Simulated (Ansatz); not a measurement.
# RuH (quartet): wB97M-V, B2PLYP over vertical spin and charge gaps, def2-QZVPP

Aim: run RuH (quartet) with these functionals over vertical spin and charge gaps, and hold them against the top wave-function level at the same points.

Program: Ansatz 0.2.0, Gaussian basis. Level of theory: def2-QZVPP, all electrons in the functionals, frozen cores in the correlation of double hybrids and RPA. These are calculated values, not measurements.

Plan: wB97M-V, B2PLYP, at charge 0, quartet; charge 0, doublet; charge 0, sextet; charge 1, triplet; charge 1, quintet.

## (1) The geometry

The geometry is a PBE0/def2-TZVP stationary point (not a proven minimum). No spin-orbit coupling is included. Elements past krypton take def2 core potentials.

2 atoms, charge 0, spin multiplicity 4.

Atoms are counted from 1 here; the program's logs count them from 0.

Bond lengths: Ru1–H2 1.589 Å.

As a file:

```
atom   x (Å)   y (Å)   z (Å)
 Ru1  0.0000  0.0000  0.0000
  H2  0.0000  0.0000  1.5892
```

No dispersion term is added; wB97M-V holds VV10 nonlocal correlation.

The geometry shown and the zero of energy belong to the point charge 0, quartet. The yardstick, UCCSD(T), and other wave-function levels (R restricted, U unrestricted, valence and pair active spaces) come from earlier runs.

## (2) wB97M-V, charge 0, quartet

The input, in.yaml:

```yaml
crystal:
  periodic: [false, false, false]
  atoms:
    - {symbol: Ru, position_ang: [0.000000, 0.000000, 0.000000]}
    - {symbol: H, position_ang: [0.000000, 0.000000, 1.589200]}
basis:
  gaussian: {orbitals: "def2-QZVPP.json"}
magnetization: {spin_polarized: true, initial_magnetization: 3}
hamiltonian: {xc: {name: wB97M-V}}
output: {orbitals: {seedname: orbitals}}
```

Command:

```sh
$ ansatz run in.yaml --threads 2 --pin off --events-out ev --progress --plain --max-ram 16896MiB --backend cuda --devices 0, --max-vram 18GiB
```

Output, shortened:

```text
Functional definition: wB97M-V
  name "wB97M-V"
  cite "Mardirossian & Head-Gordon, J. Chem. Phys. 144, 214110 (2016) doi:10.1063/1.4952647"
  cite "Becke, J. Chem. Phys. 107, 8554 (1997) doi:10.1063/1.475007"
  cite "Vydrov & Van Voorhis, J. Chem. Phys. 133, 244103 (2010) doi:10.1063/1.3521275"
  # Of w^i u^j: cxij and so on, Table III.
[...]
  gx(w, u) = 1 - cx + cx01*u + cx10*w
  gss(w, u) = css00 + css04*u^4 + css10*w + css20*w^2 + css43*w^4*u^3
  gos(w, u) = cos00 + cos10*w + (cos20 + cos21*u)*w^2 + (cos60 + cos61*u)*w^6
[...]
      + integral(e_c_pw_mod_opposite_spin*gos(b97_w_opposite, b97_u_opposite)) + vv10(b, c)
460 factors; their error is unknown
129 factors; integrals over basis functions are off by at most 6.1e-5 eV
[...]
mean field -2593.61748916 eV, -95.3136847095 hartree, gradient 1.2e-5 eV, S^2 3.760242; 6 other end points of the search recorded, 0 dependent functions left out
reference -2593.61753425 eV, -95.3136863667 hartree; 10, 7 occupied and 108, 111 virtual orbitals, 460 factors
Total energy: -2593.61753425 eV, -95.3136863667 hartree
```

It took 16 s on 1 × H100 (card shared with other runs) with 2 threads of AMD EPYC 7R13, shared host; peak host memory 0.9 GiB.

From the report: ⟨S²⟩ of the determinant 3.760 (pure quartet: 3.75).

## (3) wB97M-V, charge 0, doublet

in.yaml, as its differences from that of step 2:

```diff
@@ -7,3 +7,3 @@
   gaussian: {orbitals: "def2-QZVPP.json"}
-magnetization: {spin_polarized: true, initial_magnetization: 3}
+magnetization: {spin_polarized: true, initial_magnetization: 1}
 hamiltonian: {xc: {name: wB97M-V}}
```

The command is unchanged.

Output, shortened:

```text
Functional definition: wB97M-V
  name "wB97M-V"
  cite "Mardirossian & Head-Gordon, J. Chem. Phys. 144, 214110 (2016) doi:10.1063/1.4952647"
  cite "Becke, J. Chem. Phys. 107, 8554 (1997) doi:10.1063/1.475007"
  cite "Vydrov & Van Voorhis, J. Chem. Phys. 133, 244103 (2010) doi:10.1063/1.3521275"
  # Of w^i u^j: cxij and so on, Table III.
[...]
  gx(w, u) = 1 - cx + cx01*u + cx10*w
  gss(w, u) = css00 + css04*u^4 + css10*w + css20*w^2 + css43*w^4*u^3
  gos(w, u) = cos00 + cos10*w + (cos20 + cos21*u)*w^2 + (cos60 + cos61*u)*w^6
[...]
      + integral(e_c_pw_mod_opposite_spin*gos(b97_w_opposite, b97_u_opposite)) + vv10(b, c)
460 factors; their error is unknown
129 factors; integrals over basis functions are off by at most 6.1e-5 eV
[...]
mean field -2592.99693339 eV, -95.2908797056 hartree, gradient 8.4e-6 eV, S^2 1.611398; 9 other end points of the search recorded, 0 dependent functions left out
reference -2592.99698113 eV, -95.2908814601 hartree; 9, 8 occupied and 109, 110 virtual orbitals, 460 factors
Total energy: -2592.99698113 eV, -95.2908814601 hartree
```

It took 43 s on 1 × H100 (card shared with other runs) with 2 threads of AMD EPYC 7R13, shared host; peak host memory 0.9 GiB.

From the report: ⟨S²⟩ of the determinant 1.611 (pure doublet: 0.75). The determinant of wB97M-V (⟨S²⟩ 1.61) is far from a pure spin state, so its energy mixes those of several spin states; that is harmless only where they are near-degenerate.

From charge 0, quartet: +0.621 eV.

## (4) wB97M-V, charge 0, sextet

in.yaml, as its differences from that of step 3:

```diff
@@ -7,3 +7,3 @@
   gaussian: {orbitals: "def2-QZVPP.json"}
-magnetization: {spin_polarized: true, initial_magnetization: 1}
+magnetization: {spin_polarized: true, initial_magnetization: 5}
 hamiltonian: {xc: {name: wB97M-V}}
```

Launched as before.

Output, shortened:

```text
Functional definition: wB97M-V
  name "wB97M-V"
  cite "Mardirossian & Head-Gordon, J. Chem. Phys. 144, 214110 (2016) doi:10.1063/1.4952647"
  cite "Becke, J. Chem. Phys. 107, 8554 (1997) doi:10.1063/1.475007"
  cite "Vydrov & Van Voorhis, J. Chem. Phys. 133, 244103 (2010) doi:10.1063/1.3521275"
  # Of w^i u^j: cxij and so on, Table III.
[...]
  gx(w, u) = 1 - cx + cx01*u + cx10*w
  gss(w, u) = css00 + css04*u^4 + css10*w + css20*w^2 + css43*w^4*u^3
  gos(w, u) = cos00 + cos10*w + (cos20 + cos21*u)*w^2 + (cos60 + cos61*u)*w^6
[...]
      + integral(e_c_pw_mod_opposite_spin*gos(b97_w_opposite, b97_u_opposite)) + vv10(b, c)
460 factors; their error is unknown
129 factors; integrals over basis functions are off by at most 6.1e-5 eV
[...]
mean field -2591.93350917 eV, -95.2517995864 hartree, gradient 2.3e-7 eV, S^2 8.752171; 4 other end points of the search recorded, 0 dependent functions left out
reference -2591.93356050 eV, -95.2518014729 hartree; 11, 6 occupied and 107, 112 virtual orbitals, 460 factors
Total energy: -2591.93356050 eV, -95.2518014729 hartree
```

Run time: 18 s. Hardware: 1 × H100 (card shared with other runs) with 2 threads of AMD EPYC 7R13, shared host; peak host memory 0.9 GiB.

From the report: ⟨S²⟩ of the determinant 8.752 (pure sextet: 8.75).

From charge 0, quartet: +1.684 eV.

## (5) wB97M-V, charge 1, triplet

in.yaml, as its differences from that of step 4:

```diff
@@ -7,3 +7,4 @@
   gaussian: {orbitals: "def2-QZVPP.json"}
-magnetization: {spin_polarized: true, initial_magnetization: 5}
+total_charge: 1
+magnetization: {spin_polarized: true, initial_magnetization: 2}
 hamiltonian: {xc: {name: wB97M-V}}
```

The command is unchanged.

Output, shortened:

```text
Functional definition: wB97M-V
  name "wB97M-V"
  cite "Mardirossian & Head-Gordon, J. Chem. Phys. 144, 214110 (2016) doi:10.1063/1.4952647"
  cite "Becke, J. Chem. Phys. 107, 8554 (1997) doi:10.1063/1.475007"
  cite "Vydrov & Van Voorhis, J. Chem. Phys. 133, 244103 (2010) doi:10.1063/1.3521275"
  # Of w^i u^j: cxij and so on, Table III.
[...]
  gx(w, u) = 1 - cx + cx01*u + cx10*w
  gss(w, u) = css00 + css04*u^4 + css10*w + css20*w^2 + css43*w^4*u^3
  gos(w, u) = cos00 + cos10*w + (cos20 + cos21*u)*w^2 + (cos60 + cos61*u)*w^6
[...]
      + integral(e_c_pw_mod_opposite_spin*gos(b97_w_opposite, b97_u_opposite)) + vv10(b, c)
460 factors; their error is unknown
129 factors; integrals over basis functions are off by at most 6.1e-5 eV
[...]
mean field -2585.50630767 eV, -95.0156042879 hartree, gradient 4.5e-6 eV, S^2 2.042867; 8 other end points of the search recorded, 0 dependent functions left out
reference -2585.50634431 eV, -95.0156056341 hartree; 9, 7 occupied and 109, 111 virtual orbitals, 460 factors
Total energy: -2585.50634431 eV, -95.0156056341 hartree
```

Wall time 28 s (1 × H100 (card shared with other runs) with 2 threads of AMD EPYC 7R13, shared host); peak host memory 0.9 GiB.

From the report: ⟨S²⟩ of the determinant 2.043 (pure triplet: 2.00).

From charge 0, quartet: +8.111 eV.

## (6) wB97M-V, charge 1, quintet

in.yaml, as its differences from that of step 5:

```diff
@@ -8,3 +8,3 @@
 total_charge: 1
-magnetization: {spin_polarized: true, initial_magnetization: 2}
+magnetization: {spin_polarized: true, initial_magnetization: 4}
 hamiltonian: {xc: {name: wB97M-V}}
```

Launched as before.

Output, shortened:

```text
Functional definition: wB97M-V
  name "wB97M-V"
  cite "Mardirossian & Head-Gordon, J. Chem. Phys. 144, 214110 (2016) doi:10.1063/1.4952647"
  cite "Becke, J. Chem. Phys. 107, 8554 (1997) doi:10.1063/1.475007"
  cite "Vydrov & Van Voorhis, J. Chem. Phys. 133, 244103 (2010) doi:10.1063/1.3521275"
  # Of w^i u^j: cxij and so on, Table III.
[...]
  gx(w, u) = 1 - cx + cx01*u + cx10*w
  gss(w, u) = css00 + css04*u^4 + css10*w + css20*w^2 + css43*w^4*u^3
  gos(w, u) = cos00 + cos10*w + (cos20 + cos21*u)*w^2 + (cos60 + cos61*u)*w^6
[...]
      + integral(e_c_pw_mod_opposite_spin*gos(b97_w_opposite, b97_u_opposite)) + vv10(b, c)
460 factors; their error is unknown
129 factors; integrals over basis functions are off by at most 6.1e-5 eV
[...]
mean field -2585.43058116 eV, -95.0128213900 hartree, gradient 5.9e-6 eV, S^2 6.002880; 2 other end points of the search recorded, 0 dependent functions left out
reference -2585.43062807 eV, -95.0128231138 hartree; 10, 6 occupied and 108, 112 virtual orbitals, 460 factors
Total energy: -2585.43062807 eV, -95.0128231138 hartree
```

It took 8 s on 1 × H100 (card shared with other runs) with 2 threads of AMD EPYC 7R13, shared host; peak host memory 0.9 GiB.

From the report: ⟨S²⟩ of the determinant 6.003 (pure quintet: 6.00).

From charge 0, quartet: +8.187 eV.

## (7) B2PLYP, charge 0, quartet

The input, in.yaml:

```yaml
crystal:
  periodic: [false, false, false]
  atoms:
    - {symbol: Ru, position_ang: [0.000000, 0.000000, 0.000000]}
    - {symbol: H, position_ang: [0.000000, 0.000000, 1.589200]}
basis:
  gaussian: {orbitals: "def2-QZVPP.json"}
magnetization: {spin_polarized: true, initial_magnetization: 3}
hamiltonian: {xc: {name: B2PLYP}}
correlation: {electrons: outside_noble_gas}
```

Launched as before.

Output, shortened:

```text
Functional definition: B2PLYP
  name "B2PLYP"
  cite "Grimme, J. Chem. Phys. 124, 034108 (2006) doi:10.1063/1.2148954"
  cite "Becke, Phys. Rev. A 38, 3098 (1988) doi:10.1103/PhysRevA.38.3098"
  cite "Lee, Yang & Parr, Phys. Rev. B 37, 785 (1988) doi:10.1103/PhysRevB.37.785"
[...]
776 factors; integrals over basis functions are off by at most 1.3e-3 eV
[...]
mean field -2589.06994331 eV, -95.1465654820 hartree, gradient 2.2e-6 eV, S^2 3.778252; 8 other end points of the search recorded, 0 dependent functions left out
4 core orbitals not correlated: weight in the atoms' cores, before any rotation towards them, 1.000 or more for the frozen orbitals, at most 0.000 for the correlated occupied ones
reference -2589.07006219 eV, -95.1465698506 hartree; 6, 3 occupied and 108, 111 virtual orbitals, 776 factors
second order -8.16535048 eV of doubles, -0.00000000 eV of singles
Total energy: -2591.27470682 eV, -95.2275890464 hartree
```

It took 4.5 s on 1 × H100 (card shared with other runs) with 2 threads of AMD EPYC 7R13, shared host; peak host memory 0.82 GiB.

From the report: ⟨S²⟩ of the determinant 3.778 (pure quartet: 3.75).

## (8) B2PLYP, charge 0, doublet

in.yaml, as its differences from that of step 7:

```diff
@@ -7,3 +7,3 @@
   gaussian: {orbitals: "def2-QZVPP.json"}
-magnetization: {spin_polarized: true, initial_magnetization: 3}
+magnetization: {spin_polarized: true, initial_magnetization: 1}
 hamiltonian: {xc: {name: B2PLYP}}
```

Same command.

Output, shortened:

```text
Functional definition: B2PLYP
  name "B2PLYP"
  cite "Grimme, J. Chem. Phys. 124, 034108 (2006) doi:10.1063/1.2148954"
  cite "Becke, Phys. Rev. A 38, 3098 (1988) doi:10.1103/PhysRevA.38.3098"
  cite "Lee, Yang & Parr, Phys. Rev. B 37, 785 (1988) doi:10.1103/PhysRevB.37.785"
[...]
776 factors; integrals over basis functions are off by at most 1.3e-3 eV
[...]
mean field -2588.29502860 eV, -95.1180878916 hartree, gradient 2.3e-6 eV, S^2 1.706733; 9 other end points of the search recorded, 0 dependent functions left out
4 core orbitals not correlated: weight in the atoms' cores, before any rotation towards them, 1.000 or more for the frozen orbitals, at most 0.000 for the correlated occupied ones
reference -2588.29514710 eV, -95.1180922466 hartree; 5, 4 occupied and 109, 110 virtual orbitals, 776 factors
second order -8.64696811 eV of doubles, -0.00000000 eV of singles
Total energy: -2590.62982849 eV, -95.2038902051 hartree
```

Wall time 28 s (1 × H100 (card shared with other runs) with 2 threads of AMD EPYC 7R13, shared host); peak host memory 0.84 GiB.

From the report: ⟨S²⟩ of the determinant 1.707 (pure doublet: 0.75). The determinant of B2PLYP (⟨S²⟩ 1.71) is far from a pure spin state, so its energy mixes those of several spin states; that is harmless only where they are near-degenerate.

From charge 0, quartet: +0.645 eV.

## (9) B2PLYP, charge 0, sextet

in.yaml, as its differences from that of step 8:

```diff
@@ -7,3 +7,3 @@
   gaussian: {orbitals: "def2-QZVPP.json"}
-magnetization: {spin_polarized: true, initial_magnetization: 1}
+magnetization: {spin_polarized: true, initial_magnetization: 5}
 hamiltonian: {xc: {name: B2PLYP}}
```

Same command.

Output, shortened:

```text
Functional definition: B2PLYP
  name "B2PLYP"
  cite "Grimme, J. Chem. Phys. 124, 034108 (2006) doi:10.1063/1.2148954"
  cite "Becke, Phys. Rev. A 38, 3098 (1988) doi:10.1103/PhysRevA.38.3098"
  cite "Lee, Yang & Parr, Phys. Rev. B 37, 785 (1988) doi:10.1103/PhysRevB.37.785"
[...]
776 factors; integrals over basis functions are off by at most 1.3e-3 eV
[...]
mean field -2587.72617621 eV, -95.0971829518 hartree, gradient 3.6e-7 eV, S^2 8.753803; 8 other end points of the search recorded, 0 dependent functions left out
4 core orbitals not correlated: weight in the atoms' cores, before any rotation towards them, 0.999 or more for the frozen orbitals, at most 0.000 for the correlated occupied ones
reference -2587.72630025 eV, -95.0971875105 hartree; 7, 2 occupied and 107, 112 virtual orbitals, 776 factors
second order -6.60776778 eV of doubles, -0.00000000 eV of singles
Total energy: -2589.51039755 eV, -95.1627518769 hartree
```

It took 18 s on 1 × H100 (card shared with other runs) with 2 threads of AMD EPYC 7R13, shared host; peak host memory 0.82 GiB.

From the report: ⟨S²⟩ of the determinant 8.754 (pure sextet: 8.75).

From charge 0, quartet: +1.764 eV.

## (10) B2PLYP, charge 1, triplet

in.yaml, as its differences from that of step 9:

```diff
@@ -7,3 +7,4 @@
   gaussian: {orbitals: "def2-QZVPP.json"}
-magnetization: {spin_polarized: true, initial_magnetization: 5}
+total_charge: 1
+magnetization: {spin_polarized: true, initial_magnetization: 2}
 hamiltonian: {xc: {name: B2PLYP}}
```

Same command.

Output, shortened:

```text
Functional definition: B2PLYP
  name "B2PLYP"
  cite "Grimme, J. Chem. Phys. 124, 034108 (2006) doi:10.1063/1.2148954"
  cite "Becke, Phys. Rev. A 38, 3098 (1988) doi:10.1103/PhysRevA.38.3098"
  cite "Lee, Yang & Parr, Phys. Rev. B 37, 785 (1988) doi:10.1103/PhysRevB.37.785"
[...]
776 factors; integrals over basis functions are off by at most 1.3e-3 eV
[...]
mean field -2581.04296105 eV, -94.8515793247 hartree, gradient 1.6e-7 eV, S^2 2.123009; 8 other end points of the search recorded, 0 dependent functions left out
4 core orbitals not correlated: weight in the atoms' cores, before any rotation towards them, 1.000 or more for the frozen orbitals, at most 0.000 for the correlated occupied ones
reference -2581.04307247 eV, -94.8515834193 hartree; 5, 3 occupied and 109, 111 virtual orbitals, 776 factors
second order -7.08534490 eV of doubles, -0.00000000 eV of singles
Total energy: -2582.95611559 eV, -94.9218864574 hartree
```

It took 22 s on 1 × H100 (card shared with other runs) with 2 threads of AMD EPYC 7R13, shared host; peak host memory 0.83 GiB.

From the report: ⟨S²⟩ of the determinant 2.123 (pure triplet: 2.00).

From charge 0, quartet: +8.319 eV.

## (11) B2PLYP, charge 1, quintet

in.yaml, as its differences from that of step 10:

```diff
@@ -8,3 +8,3 @@
 total_charge: 1
-magnetization: {spin_polarized: true, initial_magnetization: 2}
+magnetization: {spin_polarized: true, initial_magnetization: 4}
 hamiltonian: {xc: {name: B2PLYP}}
```

Launched as before.

Output, shortened:

```text
Functional definition: B2PLYP
  name "B2PLYP"
  cite "Grimme, J. Chem. Phys. 124, 034108 (2006) doi:10.1063/1.2148954"
  cite "Becke, Phys. Rev. A 38, 3098 (1988) doi:10.1103/PhysRevA.38.3098"
  cite "Lee, Yang & Parr, Phys. Rev. B 37, 785 (1988) doi:10.1103/PhysRevB.37.785"
[...]
776 factors; integrals over basis functions are off by at most 1.3e-3 eV
[...]
mean field -2581.32372127 eV, -94.8618970726 hartree, gradient 1.8e-6 eV, S^2 6.005524; 8 other end points of the search recorded, 0 dependent functions left out
4 core orbitals not correlated: weight in the atoms' cores, before any rotation towards them, 0.999 or more for the frozen orbitals, at most 0.000 for the correlated occupied ones
reference -2581.32384111 eV, -94.8619014765 hartree; 6, 2 occupied and 108, 112 virtual orbitals, 776 factors
second order -6.22598168 eV of doubles, -0.00000000 eV of singles
Total energy: -2583.00485616 eV, -94.9236776403 hartree
```

It took 8 s on 1 × H100 (card shared with other runs) with 2 threads of AMD EPYC 7R13, shared host; peak host memory 0.82 GiB.

From the report: ⟨S²⟩ of the determinant 6.006 (pure quintet: 6.00).

From charge 0, quartet: +8.270 eV.

## (12) The comparison

No level is safe as a reference over these points; UCCSD(T) serves as a yardstick only. It comes from earlier runs at the same points. Energies in eV, counted from charge 0, quartet; blanks weren't run or aren't comparable.

```
   level  quartet to doublet  quartet to sextet  ionisation to the triplet cation  ionisation to the quintet cation
UCCSD(T)               0.534              1.557                             8.163                             8.108
 wB97M-V               0.621              1.684                             8.111                             8.187
  B2PLYP               0.645              1.764                             8.319                             8.270
```

Largest miss and mean time a point (UCCSD(T) took 46 s a point; shared hosts):

```
  level  largest miss (eV)              where  time a point
wB97M-V             +0.127  quartet to sextet          22 s
 B2PLYP             +0.207  quartet to sextet          16 s
```

## (13) Results

```
                                  quantity                          value
              quartet to doublet, UCCSD(T)                       0.534 eV
               quartet to sextet, UCCSD(T)                       1.557 eV
ionisation to the triplet cation, UCCSD(T)                       8.163 eV
ionisation to the quintet cation, UCCSD(T)                       8.108 eV
                     largest miss, wB97M-V  +0.127 eV (quartet to sextet)
                      largest miss, B2PLYP  +0.207 eV (quartet to sextet)
```

What this shows: Of the functionals, wB97M-V keep the smallest largest miss at the points compared (at most 0.127 eV) and B2PLYP strays most (0.207 eV, at quartet to sextet). wB97M-V, B2PLYP clearly break the spin symmetry at some points (⟨S²⟩ up to 0.96 above the pure value), so energy there is bought with a mixed spin. Functionals and the yardstick converge differently with the basis, so part of each miss in def2-QZVPP is the basis. The yardstick itself may be off where one determinant is a poor start.
